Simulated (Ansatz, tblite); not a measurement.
# The cluster Ta3Se12: rung by rung

An exercise on one series of results from a longer session: the logs are not shown, and one member is left open.

Method: as each input shows; program: Ansatz 0.2.0, Gaussian basis.

The runs, in order: GFN1-xTB, PBE-D4/def2-SVP, r2SCAN-D4/def2-SVP, r2SCANh-D4/def2-SVP, B3LYP-D4/def2-SVP, r2SCAN0-D4/def2-SVP, r2SCAN-D4/def2-mTZVP.

## The relaxed structure

The geometry is that of the doublet, from an earlier relaxation (PBE-D4/def2-SVP).

15 atoms, charge 0, spin multiplicity 2.

Bond lengths: Ta1–Se4 2.446 Å, Ta1–Se5 2.323 Å, Ta1–Se6 2.896 Å, Ta1–Se7 2.744 Å, Ta1–Se8 2.512 Å, Ta1–Se9 2.982 Å, Ta2–Se6 2.790 Å, Ta2–Se8 2.545 Å, Ta2–Se9 3.213 Å, Ta2–Se10 2.597 Å, Ta2–Se12 2.303 Å, Ta2–Se13 2.507 Å, Ta3–Se6 2.771 Å, Ta3–Se7 2.828 Å, Ta3–Se9 3.365 Å, Ta3–Se10 2.544 Å, Ta3–Se11 2.529 Å, Ta3–Se14 2.348 Å and more. Angles: Se4–Ta1–Se5 108.4°, Se4–Ta1–Se6 56.1°, Se4–Ta1–Se7 93.2°, Se4–Ta1–Se8 100.7°, Se4–Ta1–Se9 149.1°, Se5–Ta1–Se6 163.7°, Se5–Ta1–Se7 88.1°, Se5–Ta1–Se8 104.1°, Se5–Ta1–Se9 100.5°, Se6–Ta1–Se7 87.6°, Se6–Ta1–Se8 85.4°, Se6–Ta1–Se9 93.8°, Se7–Ta1–Se8 157.4°, Se7–Ta1–Se9 77.1°, Se8–Ta1–Se9 81.9°, Se6–Ta2–Se8 87.1°, Se6–Ta2–Se9 91.1°, Se6–Ta2–Se10 63.9° and more.

Ta takes a core potential in the def2 sets. No spin-orbit coupling is included.

PBE0-D4/def2-SVP was run before; its log isn't repeated, and its numbers join the tables.

The first run:

Tight binding, by tblite at 300 K electronic temperature and without a spin-polarisation term:

```python
tblite.interface.Calculator('GFN1-xTB', numbers, positions, charge=0, uhf=1).singlepoint()
```

start.molden holds the orbitals of an earlier run on this state, given as this run's starting guess.

in.yaml reads:

```yaml
crystal:
  periodic: [false, false, false]
  atoms:
    - {symbol: Ta, position_ang: [-1.843460, -0.719635, -0.423187]}
    - {symbol: Ta, position_ang: [-0.394404, 1.968958, 1.170697]}
    - {symbol: Ta, position_ang: [1.803681, -0.815897, -0.102650]}
    - {symbol: Se, position_ang: [-2.111436, -2.226924, 1.484098]}
    - {symbol: Se, position_ang: [-3.366587, -1.335535, -2.065686]}
    - {symbol: Se, position_ang: [-0.111233, -0.709385, 1.897252]}
    - {symbol: Se, position_ang: [-0.004312, -2.348325, -1.645687]}
    - {symbol: Se, position_ang: [-2.790958, 1.404254, 0.525087]}
    - {symbol: Se, position_ang: [-0.153612, 1.211220, -1.942625]}
    - {symbol: Se, position_ang: [2.039320, 1.131800, 1.517216]}
    - {symbol: Se, position_ang: [2.096143, 0.413562, -2.293685]}
    - {symbol: Se, position_ang: [-0.602375, 3.600629, 2.782802]}
    - {symbol: Se, position_ang: [0.125685, 3.340654, -0.861855]}
    - {symbol: Se, position_ang: [4.040837, -1.525983, -0.051326]}
    - {symbol: Se, position_ang: [1.272711, -3.389373, 0.009550]}
basis:
  gaussian: {orbitals: def2-SVP, fitting: {mean_field: def2-universal-jkfit}, initial_orbitals: start.molden}
magnetization: {spin_polarized: true, initial_magnetization: 1}
hamiltonian: {xc: pbe, dispersion: d4}
scf: {omitted_lower_state_checks: [starts]}
output: {forces: true, orbitals: {seedname: orbitals}}
```

Command:

```
$ ansatz run in.yaml --threads 2 --pin off --events-out ev --progress --plain --max-ram 32768MiB --backend cuda --devices 0, --max-vram 18GiB
```

Steps of the session up to this table: PBE-D4/def2-SVP; r2SCAN-D4/def2-SVP; r2SCANh-D4/def2-SVP; B3LYP-D4/def2-SVP; r2SCAN0-D4/def2-SVP; r2SCAN-D4/def2-mTZVP.

One of the session's tables, all rows but one given; the rest of the session is left out.

It belongs to the step «Binding energy». 

```
               level  binding an atom (eV)
     PBE-D4/def2-SVP                     ?
  r2SCAN-D4/def2-SVP                 3.914
r2SCAN-D4/def2-mTZVP                 3.908
 r2SCANh-D4/def2-SVP                 3.812
   B3LYP-D4/def2-SVP                 3.724
    PBE0-D4/def2-SVP                 3.851
 r2SCAN0-D4/def2-SVP                 3.663
```

**Question.** Estimate the row for PBE-D4/def2-SVP.

The run gave: binding an atom (eV): 4.134. In the column «binding an atom (eV)» it is the highest.

To keep in mind: Free atoms were run apart at each level; binding is atoms less cluster, divided by the number of atoms, without zero-point or spin-orbit terms.
